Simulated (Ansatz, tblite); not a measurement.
# The cluster Si4Ge−: rung by rung

Aim: run the doublet of the cluster Si4Ge− at one geometry on many levels, and compare frontier levels, spin and run time.

Method: as each input shows; program: Ansatz 0.2.0, Gaussian basis.

Levels to be run: GFN2-xTB, PBE-D4/def2-TZVPD, r2SCAN-D4/def2-TZVPD, r2SCAN0-D4/def2-TZVPD, B3LYP-D4/def2-TZVPD, PBE-D4/def2-SVPD, PBE0-D4/def2-SVPD, HF/STO-3G, HF/6-31G, B3LYP-D4/6-31G, CCSD(T)/def2-SVPD, MP2/def2-TZVPD, RPA/def2-TZVPD.

2 further runs of the same task are left out: 2 set aside as unsound or not needed. Runs told in other sessions of the task aren't counted.

## (1) The relaxed structure

The geometry is that of the doublet, from an earlier relaxation (B3LYP-D4/def2-SVPD). At that level it is the lowest of the isomers that a small search found.

5 atoms, charge -1, spin multiplicity 2.

Bond lengths: Si1–Si4 2.350 Å, Si1–Ge5 2.437 Å, Si2–Si4 2.350 Å, Si2–Ge5 2.437 Å, Si3–Si4 2.350 Å, Si3–Ge5 2.437 Å. Angles: Si4–Si1–Ge5 94.7°, Si4–Si2–Ge5 94.7°, Si4–Si3–Ge5 94.7°, Si1–Si4–Si2 73.3°, Si1–Si4–Si3 73.3°, Si2–Si4–Si3 73.3°, Si1–Ge5–Si2 70.3°, Si1–Ge5–Si3 70.3°, Si2–Ge5–Si3 70.3°.

The ion is computed in the gas phase, without counter-ions or solvent.

PBE0-D4/def2-TZVPD was run before; its log isn't repeated, and its numbers join the tables.

## (2) GFN2-xTB

Tight binding, by tblite at 300 K electronic temperature and without a spin-polarisation term:

```python
tblite.interface.Calculator('GFN2-xTB', numbers, positions, charge=-1, uhf=1).singlepoint()
```

Energy -237.2989 eV; 0.011 s.

## (3) PBE-D4/def2-TZVPD

start.molden holds the orbitals of an earlier run on this state, given as this run's starting guess.

in.yaml

```yaml
crystal:
  periodic: [false, false, false]
  atoms:
    - {symbol: Si, position_ang: [1.129843, -0.421869, -1.083002]}
    - {symbol: Si, position_ang: [0.020087, 1.482191, 0.655813]}
    - {symbol: Si, position_ang: [-1.189814, -1.035227, 0.374230]}
    - {symbol: Si, position_ang: [-0.971315, 0.611032, -1.288897]}
    - {symbol: Ge, position_ang: [1.011189, -0.636117, 1.341856]}
basis:
  gaussian: {orbitals: def2-TZVPD, initial_orbitals: start.molden}
total_charge: -1
magnetization: {spin_polarized: true, initial_magnetization: 1}
hamiltonian: {xc: pbe, dispersion: d4}
scf: {omitted_lower_state_checks: [starts]}
output: {forces: true, orbitals: {seedname: orbitals}}
```

Started as:

```bash
ansatz run in.yaml --threads 4 --pin off --events-out ev --progress --plain --max-ram 4787MiB
```

After this run come: r2SCAN-D4/def2-TZVPD; r2SCAN0-D4/def2-TZVPD; B3LYP-D4/def2-TZVPD; PBE-D4/def2-SVPD; PBE0-D4/def2-SVPD; HF/STO-3G; HF/6-31G; B3LYP-D4/6-31G; CCSD(T)/def2-SVPD; MP2/def2-TZVPD; RPA/def2-TZVPD.

Q: Predict the results of all the runs planned. Wanted: gap in def2-TZVPD, named functionals, smallest and largest; correlation energy, CCSD(T)/def2-SVPD; correlation energy, MP2/def2-TZVPD; ⟨S²⟩ in def2-TZVPD, named functionals, smallest and largest; PBE0 total energy, smallest basis above largest.

As calculated:

| quantity | value |
| --- | --- |
| gap in def2-TZVPD, named functionals, smallest and largest | 0.77 eV (PBE-D4), 2.58 eV (r2SCAN0-D4) |
| correlation energy, CCSD(T)/def2-SVPD | -18.59 eV |
| correlation energy, MP2/def2-TZVPD | -19.81 eV |
| ⟨S²⟩ in def2-TZVPD, named functionals, smallest and largest | 0.755, 0.768 |
| PBE0 total energy, smallest basis above largest | 17.74 eV (def2-SVPD, def2-TZVPD) |

What this shows: Orbital gaps of the named functionals in def2-TZVPD span 0.77 eV (PBE-D4) to 2.58 eV (r2SCAN0-D4); exact exchange widens it. Over the named functionals in def2-TZVPD spin contamination reaches 0.02 (r2SCAN0-D4), which is small.

The anion's highest level is positive in at least one run, so there the basis alone may hold the extra electron.
